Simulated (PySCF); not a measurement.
# B2H8La (La(BH4)2): the cost of one run

Method: several levels, as the steps say, no spin–orbit coupling; program: PySCF 2.14.0.

1 further run of the same task is left out (for a known fault of the program).

### Step 1. The system as given

11 atoms, charge 0, spin multiplicity 1.

Bond lengths: La1–B2 2.735 Å, La1–H4 2.537 Å, La1–H5 2.547 Å, La1–H6 2.548 Å, La1–B7 2.735 Å, La1–H9 2.537 Å, La1–H10 2.547 Å, La1–H11 2.548 Å, B2–H3 1.212 Å, B2–H4 1.255 Å, B2–H5 1.255 Å, B2–H6 1.255 Å, B7–H8 1.212 Å, B7–H9 1.255 Å, B7–H10 1.255 Å, B7–H11 1.255 Å. Angles: B2–La1–H4 27.2°, B2–La1–H5 27.2°, B2–La1–H6 27.2°, B2–La1–B7 172.0°, B2–La1–H9 147.2°, B2–La1–H10 160.6°, B2–La1–H11 149.2°, H4–La1–H5 46.7°, H4–La1–H6 46.6°, H4–La1–B7 147.2°, H4–La1–H9 138.8°, H4–La1–H10 163.6°, H4–La1–H11 122.1°, H5–La1–H6 46.6°, H5–La1–B7 160.6°, H5–La1–H9 163.6°, H5–La1–H10 134.3°, H5–La1–H11 149.2° and more.

Coordinates:

```xyz
11
B2H8La
La    0.0000    0.0000    0.6374
B     2.7287   -0.0091    0.8273
H     3.9374   -0.0197    0.9161
H     2.1968   -0.9031    1.5294
H     2.3388   -0.1974   -0.3506
H     2.2365    1.0827    1.2013
B    -2.7287    0.0091    0.8273
H    -3.9374    0.0198    0.9161
H    -2.1968    0.9031    1.5294
H    -2.3387    0.1974   -0.3506
H    -2.2365   -1.0827    1.2013
```

Formal oxidation states: La +2. Each metal's 1 4f electrons lie in its core potential, so multiplicities, spins and levels count the valence alone. For divalent La, Ce, Gd or Lu the extra electron is normally 5d or 6s, so this core forces an excited configuration. An earlier session relaxed this geometry at PBE0, La lcecp-0-SVP with ECP47, B def2-SVP, H def2-SVP (singlet, point group C1).

At PBE0 on the finer grid: E = -80.494722 Eh, frontier levels not given, since the 4f levels lie in the core, Mulliken charge on La1 +0.89 e, largest force component 0.009 eV/Å. 

Levels to run: CAM-B3LYP; wB97X; PBE0, TZVP. Hardware: 2 threads of Arm Neoverse V1, shared host.

### Step 2. CAM-B3LYP

The input, run.py (the lines that set the calculation):

```python
mol = gto.M(atom='''
La     0.00000    -0.00002     0.63739
B      2.72873    -0.00911     0.82731
H      3.93744    -0.01972     0.91614
H      2.19676    -0.90313     1.52942
H      2.33876    -0.19740    -0.35062
H      2.23649     1.08273     1.20127
B     -2.72873     0.00912     0.82731
H     -3.93744     0.01975     0.91612
H     -2.19675     0.90312     1.52944
H     -2.33874     0.19741    -0.35061
H     -2.23652    -1.08274     1.20127''',
    basis={'La': 'lcecp-0-SVP', 'B': 'def2-SVP', 'H': 'def2-SVP'},
    ecp={'La': 'lcecp-0-SVP'},
    charge=0, spin=0)
mf = dft.RKS(mol, xc='CAMB3LYP')
mf.grids.atom_grid = (75, 302)  # f atoms: unpruned, at least (60, 302)
mf = mf.density_fit()  # fitting sets: La AutoAux, B def2-universal-JKFIT, H def2-universal-JKFIT
mf.conv_tol = 1e-08; mf.max_cycle = 55
mf.kernel(dm0)  # dm0: the density of the relaxed state
```

Command:

```
> OMP_NUM_THREADS=2 python run.py
```

**Question.** How long does this run take on 2 threads of Arm Neoverse V1, shared host?

About 7.4 s.
